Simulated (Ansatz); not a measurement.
**SiHCl2 (SMILES Cl[SiH]Cl) at RPA@PBE/STO-3G**

What is the electronic atomisation energy of SiHCl2 at RPA@PBE/STO-3G? 

The results are computed with Ansatz 0.2.0.

68 further runs of the same task are left out: 9 that didn't finish, 59 set aside as unsound or not needed.

### Step 1. The system as given

SiHCl2: 4 atoms, total charge 0, spin state doublet. As SMILES, `Cl[SiH]Cl`. The coordinates come from a PBE0-D4/def2-TZVP relaxation.

Bond lengths: Cl1–Si2 2.047 Å, Si2–Cl3 2.047 Å, Si2–H4 1.488 Å. Angles: Cl1–Si2–Cl3 110.2°, Cl1–Si2–H4 108.0°, Cl3–Si2–H4 108.0°.

### Step 2. The energy at RPA@PBE/STO-3G

The input, input.yaml:

```yaml
crystal:
  periodic: [false, false, false]
  atoms:
    - symbol: Cl
      position_ang: [-1.646600, 0.177800, 0.889400]
    - symbol: Si
      position_ang: [0.187600, -0.414200, 0.200000]
    - symbol: Cl
      position_ang: [0.250900, -0.281300, -1.841700]
    - symbol: H
      position_ang: [1.208200, 0.517700, 0.752400]
basis:
  gaussian:
    orbitals: STO-3G
magnetization:
  spin_polarized: true
  initial_magnetization: 1
hamiltonian:
  xc: pbe
correlation:
  method: rpa
  frozen_orbitals: {Cl: 5, H: 0, Si: 5}
accuracy: high
```

Started as:

```sh
$ ansatz run input.yaml --threads 1 --pin off --max-ram 2610MiB --events-out events.jsonl --progress --plain --runs-dir runs
```

Log:

```text
Warning: RAYON_NUM_THREADS=1 ignored (pool sized by the plan → 1); use --threads N
Functional definition: PBE
  name "PBE"
  parameter kappa = 0.804
  parameter beta = 0.06672455060314922
  exchange = pbe_x(kappa = kappa, mu = beta*pi^2/3)
  correlation = pbe_c(beta = beta)
508 factors; integrals over basis functions are off by at most 1.7e-8 eV
mean field evaluation 1: about -32557.9998 eV, gradient 1.7e1 eV
mean field evaluation 2: about -32557.9872 eV, gradient 1.7e1 eV
mean field evaluation 4: about -32560.5827 eV, gradient 1.4e0 eV
mean field evaluation 8: about -32560.6066 eV, gradient 7.1e-3 eV
mean field evaluation 16: about -32560.6066 eV, gradient 7.2e-8 eV
mean field -32560.60656895 eV, -1196.5802210369 hartree, gradient 7.1e-8 eV, S^2 0.750783; 0 other end points of the search recorded, 0 dependent functions left out
15 core orbitals not correlated: weight in the atoms' cores, before any rotation towards them, 0.999 or more for the frozen orbitals, at most 0.000 for the correlated occupied ones
reference -32528.05758595 eV, -1195.3840679744 hartree; 10, 9 occupied and 3, 4 virtual orbitals, 508 factors
Total energy: -32530.79245755 eV, -1195.4845726520 hartree
```

It took 2.5 s on 1 thread of Arm Neoverse V2, shared host; peak memory 0.15 GiB.

### Step 3. The Cl atom at the same level

The input, job.yaml:

```yaml
crystal:
  periodic: [false, false, false]
  atoms:
    - {symbol: Cl, position_ang: [0.000000, 0.000000, 0.000000]}
basis:
  gaussian:
    orbitals: STO-3G
magnetization:
  spin_polarized: true
  initial_magnetization: 1
hamiltonian:
  xc: {name: PBE}
correlation:
  method: rpa
  frozen_orbitals: {Cl: 5}
accuracy: high
```

Started as:

```sh
$ ansatz run job.yaml --threads 1 --pin off --max-ram 2610MiB --events-out events.jsonl --progress --plain --runs-dir runs
```

Log:

```text
Warning: RAYON_NUM_THREADS=1 ignored (pool sized by the plan → 1); use --threads N
Functional definition: PBE
  name "PBE"
  parameter kappa = 0.804
  parameter beta = 0.06672455060314922
  exchange = pbe_x(kappa = kappa, mu = beta*pi^2/3)
  correlation = pbe_c(beta = beta)
42 factors; integrals over basis functions are off by at most 4.6e-9 eV
mean field evaluation 1: about -12378.8239 eV, gradient 2.9e-2 eV
mean field evaluation 2: about -12378.8248 eV, gradient 3.0e-2 eV
mean field evaluation 4: about -12378.8248 eV, gradient 5.3e-10 eV
mean field evaluation 8: about -12378.8251 eV, gradient 3.3e-2 eV
mean field evaluation 16: about -12378.8248 eV, gradient 6.6e-7 eV
mean field -12378.82480889 eV, -454.9134210578 hartree, gradient 1.8e-12 eV, S^2 0.750000; 2 other end points of the search recorded, 0 dependent functions left out
5 core orbitals not correlated: weight in the atoms' cores, before any rotation towards them, 1.000 or more for the frozen orbitals, at most 0.000 for the correlated occupied ones
reference -12368.71697847 eV, -454.5419651415 hartree; 4, 3 occupied and 0, 1 virtual orbitals, 42 factors
Total energy: -12369.52467271 eV, -454.5716473571 hartree
```

Wall time 0.48 s (1 thread of Arm Neoverse V2, shared host).

### Step 4. The H atom, same level

The input, job.yaml:

```yaml
basis:
  gaussian: {orbitals: STO-3G}
crystal:
  periodic: [false, false, false]
  atoms:
    - symbol: H
      position_ang: [0.000000, 0.000000, 0.000000]
hamiltonian: {xc: pbe}
magnetization: {spin_polarized: true, initial_magnetization: 1}
correlation: {method: rpa, frozen_orbitals: {H: 0}}
accuracy: high
```

Started as:

```sh
$ ansatz run job.yaml --threads 1 --pin off --max-ram 2610MiB --events-out events.jsonl --progress --plain --runs-dir runs
```

Log:

```text
Warning: RAYON_NUM_THREADS=1 ignored (pool sized by the plan → 1); use --threads N
Functional definition: PBE
  name "PBE"
  parameter kappa = 0.804
  parameter beta = 0.06672455060314922
  exchange = pbe_x(kappa = kappa, mu = beta*pi^2/3)
  correlation = pbe_c(beta = beta)
1 factors; integrals over basis functions are off by at most 4.6e-10 eV
mean field evaluation 1: about -12.6363 eV, gradient 0.0e0 eV
mean field evaluation 2: about -12.6363 eV, gradient 0.0e0 eV
mean field -12.63630448 eV, -0.4643756244 hartree, gradient 0.0e0 eV, S^2 0.750000; 0 other end points of the search recorded, 0 dependent functions left out
reference -12.69633895 eV, -0.4665818504 hartree; 1, 0 occupied and 0, 1 virtual orbitals, 1 factors
Total energy: -12.69633895 eV, -0.4665818504 hartree
```

Wall time 0.06 s (1 thread of Arm Neoverse V2, shared host).

### Step 5. The Si atom

The input, in.yaml:

```yaml
crystal:
  periodic: [false, false, false]
  atoms:
    - {symbol: Si, position_ang: [0.000000, 0.000000, 0.000000]}
basis:
  gaussian:
    orbitals: STO-3G
magnetization:
  spin_polarized: true
  initial_magnetization: 2
hamiltonian:
  xc: {name: PBE}
correlation:
  method: rpa
  frozen_orbitals: {Si: 5}
accuracy: high
```

Run the same way, it converges to -285.51519 Eh (log not shown).

### Step 6. What came out

At RPA@PBE/STO-3G, 15 core orbitals frozen:

```
                                   quantity           value
                     molecule: total energy  -1195.48457 Eh
 molecule: RPA correlation energy (valence)      -100.5 mEh
molecule: ⟨S²⟩ of the reference determinant           0.751
                      Cl atom: total energy   -454.57165 Eh
  Cl atom: RPA correlation energy (valence)       -29.7 mEh
 Cl atom: ⟨S²⟩ of the reference determinant           0.750
                       H atom: total energy     -0.46658 Eh
             H atom: RPA correlation energy         0.0 mEh
  H atom: ⟨S²⟩ of the reference determinant           0.750
                      Si atom: total energy   -285.51519 Eh
  Si atom: RPA correlation energy (valence)       -51.1 mEh
 Si atom: ⟨S²⟩ of the reference determinant           2.000
              electronic atomisation energy        9.783 eV
```

Taking the molecule apart into free atoms costs 9.78 eV (944 kJ/mol), before zero-point energy and without spin-orbit coupling. In a minimal basis such a difference can be off by several eV, whatever the method.
